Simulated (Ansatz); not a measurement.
**AsH3N with multiplicity 2: inversion of the pyramid at N1**

All numbers below are computed with Ansatz 0.2.0 (UKS PBE/def2-TZVP).

### Step 1. Starting point

Bond lengths: N1–As2 1.833 Å, N1–H3 1.011 Å, N1–H4 1.011 Å, As2–H5 1.510 Å. Angles: N1–As2–H5 92.8°, As2–N1–H3 114.6°, As2–N1–H4 117.9°, H3–N1–H4 109.2°.

Coordinates:

```xyz
5

N    -0.2238   -0.5462    0.2477
As    0.9744    0.8386    0.1760
H     0.1855   -1.4466    0.4554
H    -0.8780   -0.6461   -0.5162
H    -0.0581    1.8002   -0.3630
```

### Step 2. Relaxing end A

input.yaml reads:

```yaml
crystal:
  periodic: [false, false, false]
  atoms:
    - { symbol: "N", position_ang: [-0.22375, -0.54621, 0.24774] }
    - { symbol: As, position_ang: [0.97437, 0.83859, 0.17601] }
    - { symbol: H, position_ang: [0.1855, -1.44658, 0.45538] }
    - { symbol: H, position_ang: [-0.87801, -0.64605, -0.51617] }
    - { symbol: H, position_ang: [-0.05812, 1.80025, -0.36296] }
magnetization:
  spin_polarized: true
  initial_magnetization: 1
basis:
  gaussian: { orbitals: def2-TZVP }
hamiltonian:
  xc: pbe
relax:
  f_tol: 0.015
  max_steps: 40
```

Command:

```console
$ ansatz run input.yaml --threads 2 --pin off --max-ram 3072MiB --backend cpu --events-out ev --progress --plain --runs-dir out
```

Q: Estimate wall time and peak memory on 2 threads of Arm Neoverse V1, shared host.

About 11 s, with a peak of 0.15 GiB.
